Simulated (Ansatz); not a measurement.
**CH₆O₄Sn: up Jacob's ladder to CCSD(T)**

The task here is to estimate one member of a computed series from the others.

Computed with Ansatz 0.2.0, Gaussian basis. Level: functionals in def2-TZVPP, the program's frozen cores in correlated methods.

Plan: LDA (SPW92), PBE-D4, revPBE-D4, BLYP-D4, r2SCAN-D4, B97M-V, PBE0-D4, B3LYP-D4, r2SCANh-D4, r2SCAN0-D4, HSE06-D4, BHLYP-D4, CAM-B3LYP-D4, LC-ωPBE, ωB97X-V, ωB97M-V, B2PLYP, PBE-QIDH; CCSD(T)/def2-SVP; MP2/def2-TZVPP; MP2/def2-QZVPP; RPA on PBE.

## The relaxed structure

The geometry comes from an earlier relaxation with PBE0-D4 in a triple-zeta def2 set; it is a stationary point, not always the lowest conformer. Sn takes the def2 core potential; no spin-orbit term is included.

SMILES `C[O][Sn]([OH])([OH])[OH]`, 12 atoms, charge 0, spin multiplicity 1.

Atoms are counted from 1 here; the program's logs count them from 0.

Bond lengths: C1–O2 1.414 Å, C1–H7 1.093 Å, C1–H8 1.096 Å, C1–H9 1.095 Å, O2–Sn3 1.941 Å, Sn3–O4 1.942 Å, Sn3–O5 1.946 Å, Sn3–O6 1.942 Å, O4–H10 0.962 Å, O5–H11 0.961 Å, O6–H12 0.961 Å. Angles: O2–C1–H7 107.6°, O2–C1–H8 111.7°, O2–C1–H9 112.4°, H7–C1–H8 108.2°, H7–C1–H9 108.3°, H8–C1–H9 108.6°, C1–O2–Sn3 121.4°, O2–Sn3–O4 104.7°, O2–Sn3–O5 116.1°, O2–Sn3–O6 107.8°, O4–Sn3–O5 107.8°, O4–Sn3–O6 115.6°, O5–Sn3–O6 105.2°, Sn3–O4–H10 111.9°, Sn3–O5–H11 112.6°, Sn3–O6–H12 111.8°.

Set-up of the first run:

in.yaml reads:

```yaml
crystal:
  periodic: [false, false, false]
  atoms:
    - {symbol: C, position_ang: [-0.156179, -1.328661, 1.587265]}
    - {symbol: O, position_ang: [0.688168, -0.903674, 0.535564]}
    - {symbol: Sn, position_ang: [0.177994, 0.548597, -0.646410]}
    - {symbol: O, position_ang: [1.812224, 1.020630, -1.582510]}
    - {symbol: O, position_ang: [-1.173921, 0.131339, -1.982696]}
    - {symbol: O, position_ang: [-0.600620, 1.954850, 0.443824]}
    - {symbol: H, position_ang: [0.420078, -2.009490, 2.218699]}
    - {symbol: H, position_ang: [-1.031716, -1.870327, 1.210966]}
    - {symbol: H, position_ang: [-0.502071, -0.494635, 2.207428]}
    - {symbol: H, position_ang: [2.591203, 0.663574, -1.146239]}
    - {symbol: H, position_ang: [-0.791467, -0.130657, -2.824793]}
    - {symbol: H, position_ang: [-1.356892, 2.363252, 0.012902]}
basis:
  gaussian: {orbitals: def2-TZVPP}
hamiltonian: {xc: lda}
output: {orbitals: {seedname: orbitals}}
```

Launch:

```bash
$ ansatz run in.yaml --threads 4 --pin off --events-out ev --progress --plain --max-ram 11315MiB
```

Steps of the session up to this table: LDA; PBE-D4 (GGA); revPBE-D4 (GGA); BLYP-D4 (GGA); r2SCAN-D4 (meta-GGA); B97M-V (meta-GGA); PBE0-D4 (hybrid); B3LYP-D4 (hybrid); r2SCANh-D4 (hybrid); r2SCAN0-D4 (hybrid); HSE06-D4 (hybrid); BHLYP-D4 (hybrid); CAM-B3LYP-D4 (range-separated); LC-ωPBE (range-separated); ωB97X-V (range-separated); ωB97M-V (range-separated); B2PLYP (double hybrid); PBE-QIDH (double hybrid).

One table of the session follows, with a row left open; its other results are not shown here.

It belongs to the step «Frontier levels by functional». 

| functional | HOMO (eV) | LUMO (eV) | gap (eV) |
| --- | --- | --- | --- |
| LDA (SPW92) | -6.69 | -2.88 | 3.80 |
| PBE-D4 | -6.52 | -2.55 | 3.97 |
| revPBE-D4 | -6.46 | -2.41 | 4.05 |
| BLYP-D4 | -6.45 | -2.54 | 3.91 |
| r2SCAN-D4 | -6.88 | -2.27 | 4.61 |
| B97M-V | -6.98 | -2.35 | 4.64 |
| PBE0-D4 | -8.16 | -1.56 | 6.60 |
| B3LYP-D4 | -7.92 | -1.93 | 5.99 |
| r2SCANh-D4 | ? | ? | ? |
| r2SCAN0-D4 | -8.42 | -1.39 | 7.03 |
| HSE06-D4 | -7.75 | -1.94 | 5.82 |
| BHLYP-D4 | -9.77 | -0.64 | 9.12 |
| CAM-B3LYP-D4 | -9.66 | -0.61 | 9.05 |
| LC-ωPBE | -11.01 | 0.78 | 11.80 |
| ωB97X-V | -10.67 | 0.58 | 11.25 |
| ωB97M-V | -10.61 | 0.37 | 10.97 |

**Question.** Estimate the row for r2SCANh-D4.

Worked estimate for «HOMO (eV)». Against the share of exact exchange, r2SCAN-D4 (0, -6.88), r2SCAN0-D4 (0.25, -8.42) give a slope of -6.16 per unit share; at 0.1 the line stands at -7.50.

As computed: HOMO (eV): -7.49; LUMO (eV): -1.92; gap (eV): 5.57. In «HOMO (eV)» the line misses by -0.01.
